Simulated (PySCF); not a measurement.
# The bond of GaN, level by level

One table from this session's results is given with a row withheld; the runs are named, their logs left out.

Computed with PySCF 2.14.0. Level: Ga x2c-TZVPPall, N x2c-TZVPPall, spin-free X2C with a Gaussian nucleus.

Set-up of the first run:

A driver script around PySCF takes these settings:

```yaml
atoms: Ga, N
charge: 0
basis: Ga x2c-TZVPPall, N x2c-TZVPPall
Hamiltonian: spin-free X2C with a Gaussian nucleus
basis_functions: 79
electrons_treated: 38
masses_in_u: 68.9256, 14.0031
levels: PBE0, PBE, r²SCAN, B97-3, M06-2X, BP86, M06, ωB97X, HF, MP2, SCS-MP2, CCSD, CCSD(T)
grid: 80 radial by 434 angular points
occupations: held fixed by the projection of orbital angular momentum
dissociation_limit: Ga + N, each in its ground configuration
starting_distance_in_angstrom: 1.860
values_of_2S_to_try: 0, 2, 4
```

Command:

```
> OMP_NUM_THREADS=1 python dia.py task.json out
```

Among the steps run: Input; First curve: PBE0; Excited determinants; PBE; r²SCAN; B97-3; M06-2X (hybrid meta-GGA); BP86 (GGA); M06 (hybrid meta-GGA); ωB97X (range-separated hybrid); UHF (mean field); Adding correlation.

One table of the session follows, with a row left open; its other results are not shown here.

Energy (eV) from each level's lowest point:

| R (Å) | UHF | UHF-MP2 | UHF-SCS-MP2 | UHF-CCSD | UHF-CCSD(T) |
| --- | --- | --- | --- | --- | --- |
| 1.724 | 0.660 | 0.614 | 0.644 | n/a | n/a |
| 1.804 | 0.273 | 0.251 | 0.271 | 0.279 | 0.289 |
| 1.885 | 0.072 | 0.062 | 0.074 | 0.079 | 0.086 |
| 1.945 | ? | ? | ? | ? | ? |
| 2.005 | 0.000 | 0.000 | 0.000 | 0.000 | 0.000 |
| 2.065 | 0.032 | 0.036 | 0.031 | 0.027 | 0.023 |
| 2.145 | 0.118 | 0.134 | 0.124 | 0.108 | 0.100 |
| 2.246 | 0.264 | 0.321 | 0.307 | 0.257 | 0.243 |
| 2.366 | 0.444 | 0.642 | 0.637 | 0.474 | 0.457 |
| 2.526 | 0.601 | 1.111 | 1.134 | n/a | n/a |

**Question.** Estimate the row for R (Å) = 1.945.

Worked estimate for «UHF». A straight line through the neighbours (1.885, 0.072) and (2.005, 0.000) gives 0.072 + (0.000 − 0.072) × (1.945 − 1.885) / (2.005 − 1.885) = 0.036; a parabola fitted to 4 rows on both sides gives 0.006.

**Answer.** UHF: 0.009; UHF-MP2: 0.005; UHF-SCS-MP2: 0.010; UHF-CCSD: 0.013; UHF-CCSD(T): 0.017. In «UHF» the line misses by +0.027 and the parabola by -0.003.

State 2 has its PBE0 minimum 0.10 eV higher. The other levels ran on the lowest alone.
